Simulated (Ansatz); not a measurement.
# GaH7OSi: the cost of one run

Program: Ansatz 0.2.0, Gaussian basis. Level of theory: PBE0-D4, def2-SVP first, then def2-TZVP. These are calculated values, not measurements.

152 further runs of the same task are left out: 152 set aside as unsound or not needed. Runs told in other sessions of the task aren't counted.

## (1) Where the work starts

The guess: 10 atoms, charge 0, spin multiplicity 1.

Atoms are counted from 1 here; the program's logs count them from 0.

Bond lengths: Ga1–Si2 2.542 Å, Ga1–H3 1.576 Å, Ga1–H4 1.576 Å, Ga1–H5 1.831 Å, Ga1–O6 1.923 Å, Si2–H7 1.479 Å, Si2–H8 1.478 Å, Si2–H9 1.475 Å, H5–O6 1.251 Å, O6–H10 0.962 Å. Angles: Si2–Ga1–H3 115.5°, Si2–Ga1–H4 115.2°, Si2–Ga1–H5 49.8°, Si2–Ga1–O6 88.7°, H3–Ga1–H4 112.6°, H3–Ga1–H5 123.1°, H3–Ga1–O6 111.3°, H4–Ga1–H5 123.0°, H4–Ga1–O6 111.2°, H5–Ga1–O6 38.8°, Ga1–Si2–H7 123.7°, Ga1–Si2–H8 119.3°, Ga1–Si2–H9 98.9°, H7–Si2–H8 104.5°, H7–Si2–H9 103.3°, H8–Si2–H9 103.8°, Ga1–H5–O6 74.6°, Ga1–O6–H5 66.6° and more.

As a file:

```mol
GaH7OSi
  3D, bonds by distance, orders not assigned

 10 10  0  0  0  0  0  0  0  0999 V2000
   -0.3646   -1.2007    0.0101 Ga  0  0
    1.1152    0.8213   -0.4191 Si  0  0
   -0.9310   -1.9117   -1.2769 H   0  0
    0.1895   -2.2230    1.0734 H   0  0
   -0.6479    0.5696    0.3805 H   0  0
   -1.6708   -0.0236    0.7898 O   0  0
    0.7234    1.9551   -1.2844 H   0  0
    1.8282    1.4499    0.7128 H   0  0
    2.1875    0.1618   -1.1873 H   0  0
   -2.4295    0.4014    1.2011 H   0  0
  1  2  8  0
  1  3  8  0
  1  4  8  0
  1  5  8  0
  1  6  8  0
  2  7  8  0
  2  8  8  0
  2  9  8  0
  5  6  8  0
  6 10  8  0
M  END
```

Distances that are to change: Ga1–O6 1.92 Å, Si2–H5 1.95 Å, Ga1–Si2 2.54 Å, H5–O6 1.25 Å.

## (2) Constrained relaxation of the guess

Input file hold/in.yaml:

```yaml
crystal:
  periodic: [false, false, false]
  atoms:
    - {symbol: Ga, position_ang: [-0.364600, -1.200700, 0.010100]}
    - {symbol: Si, position_ang: [1.115200, 0.821300, -0.419100]}
    - {symbol: H, position_ang: [-0.931000, -1.911700, -1.276900]}
    - {symbol: H, position_ang: [0.189500, -2.223000, 1.073400]}
    - {symbol: H, position_ang: [-0.647900, 0.569600, 0.380500]}
    - {symbol: O, position_ang: [-1.670800, -0.023600, 0.789800]}
    - {symbol: H, position_ang: [0.723400, 1.955100, -1.284400]}
    - {symbol: H, position_ang: [1.828200, 1.449900, 0.712800]}
    - {symbol: H, position_ang: [2.187500, 0.161800, -1.187300]}
    - {symbol: H, position_ang: [-2.429500, 0.401400, 1.201100]}
basis:
  gaussian: {orbitals: def2-SVP}
hamiltonian: {xc: pbe0, dispersion: d4}
relax: {f_tol: 0.04, max_steps: 150, escape_saddle: false, constraints: [{distance: [0, 5]}, {distance: [1, 4]}, {distance: [0, 1]}, {distance: [4, 5]}]}
```

Launch:

```bash
ansatz run in.yaml --threads 4 --pin off --events-out ev --progress --plain --max-ram 9574MiB
```

**Question.** How long does this run take on 4 threads of Intel Xeon at 2.50GHz, shared host?

About 39 s.
